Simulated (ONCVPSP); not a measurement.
**An ONCV potential for Co, from input to tests**

Do these settings give a usable potential? It is generated, then checked for transferability, scattering, ghosts and hardness.

The numbers are computed with ONCVPSP 4.0.1.1 (patched build) (LDA (Perdew-Wang 92), scalar-relativistic, spin-unpolarised reference atom).

## (1) The design

The settings as typed:

| Item | Value |
| --- | --- |
| element | cobalt (Co, Z = 27) |
| type | optimised norm-conserving Vanderbilt (ONCV) |
| frozen core | [Ne] |
| valence charge | 17 |
| reference configuration | 3s2 3p6 3d7 4s2 |
| partial waves | 3s+4s: rc 1.50 bohr, ncon 5, nbas 9, qcut 7.8 1/bohr, 2 projectors; 3p: rc 0.90 bohr, ncon 4, nbas 6, qcut 10.3 1/bohr, 1 projector; 3d: rc 1.15 bohr, ncon 4, nbas 9, qcut 14.1 1/bohr, 2 projectors, debl 1 Ha |
| local potential | polynomial inside 0.70 bohr (lpopt 5, dvloc0 1 Ha) |
| core correction | not asked for |

The outer shells as boxes (Hund's rule for the drawing; the calculation is spin-unpolarised):

```
[Ne] core
3s [↑↓]
3p [↑↓][↑↓][↑↓]
3d [↑↓][↑↓][↑ ][↑ ][↑ ]
4s [↑↓]
```

The nodes and maxima of the atom's own shells, from an earlier all-electron run, set the scale for the radii.

All-electron outer shells of the reference configuration (LDA (PZ), scalar-relativistic, ld1.x):

| shell | level (eV) | outermost node (bohr) | outermost maximum (bohr) |
| --- | --- | --- | --- |
| 2p | -769.46 | – | 0.17 |
| 3s | -101.87 | 0.31 | 0.67 |
| 3p | -65.51 | 0.28 | 0.68 |
| 3d | -8.46 | – | 0.66 |
| 4s | -5.68 | 0.96 | 2.29 |
| 4p | -1.39 | 1.05 | 3.21 |

## (2) The generation run

Input file Co.dat:

```
# ATOM AND REFERENCE CONFIGURATION
# atsym  z   nc   nv     iexc    psfile
  Co 27.00    3    4  -001012      upf
#
#   n    l    f
    1    0    2.00
    2    0    2.00
    2    1    6.00
    3    0    2.00
    3    1    6.00
    3    2    7.00
    4    0    2.00
#
# PSEUDOPOTENTIAL AND OPTIMIZATION
# lmax
    2
#
#   l,   rc,      ep,       ncon, nbas, qcut
    0    1.50    0.00    5    9    7.80
    1    0.90    0.00    4    6   10.30
    2    1.15    0.00    4    9   14.10
#
# LOCAL POTENTIAL
# lloc, lpopt,  rc(5),   dvloc0
    4    5    0.70    1.00
#
# VANDERBILT-KLEINMAN-BYLANDER PROJECTORs
# l, nproj, debl
    0    2    1.30
    1    1    3.20
    2    2    1.00
#
# MODEL CORE CHARGE
# icmod, fcfact, rcfact
    0    0.00    0.00
#
# LOG DERIVATIVE ANALYSIS
# epsh1, epsh2, depsh
   -5.00    5.00    0.04
#
# OUTPUT GRID
# rlmax, drl
    6.00    0.01
#
# TEST CONFIGURATIONS
# ncnf
    4
# nvcnf
#   n    l    f
    4
    3    0    2.00
    3    1    6.00
    3    2    7.00
    4    0    1.00
#
    4
    3    0    2.00
    3    1    6.00
    3    2    7.00
    4    0    0.00
#
    4
    3    0    2.00
    3    1    6.00
    3    2    6.00
    4    0    0.00
#
    4
    3    0    2.00
    3    1    6.00
    3    2    7.50
    4    0    1.50
#
```

Started as:

```console
$ oncvpsp.x < Co.dat > Co.out
```

What does the calculation give? Wanted: cutoffs for 1 and 0.1 mHa per electron, occupied waves; bound ghosts; GHOST(+) flags; largest test error; largest phase difference near zero energy, channels read.

As calculated:

| quantity | value |
| --- | --- |
| cutoffs for 1 and 0.1 mHa per electron, occupied waves | 74 Ha and 106 Ha |
| bound ghosts | none found |
| GHOST(+) flags | s at 267 eV |
| largest test error (AE − PS) | -4.2 meV, for 3s2 3p6 3d6 4s0 |
| largest phase difference near zero energy, channels read | 0.003 rad |

What this shows: The worst unpolarised test, 3s2 3p6 3d6 4s0, is off by 4.2 meV on 62.6 eV; by total energies transferability rates as very good. By its cutoff, 74 Ha for the looser tolerance, it is very hard. At the looser tolerance the 3d wave is the slowest; 3p needs 36 Ha. It is free of bound ghosts as far as tested. Near zero energy the phases of the channels with partial waves agree within 0.003 rad. The program also flags highly localised states, GHOST(+) (s).
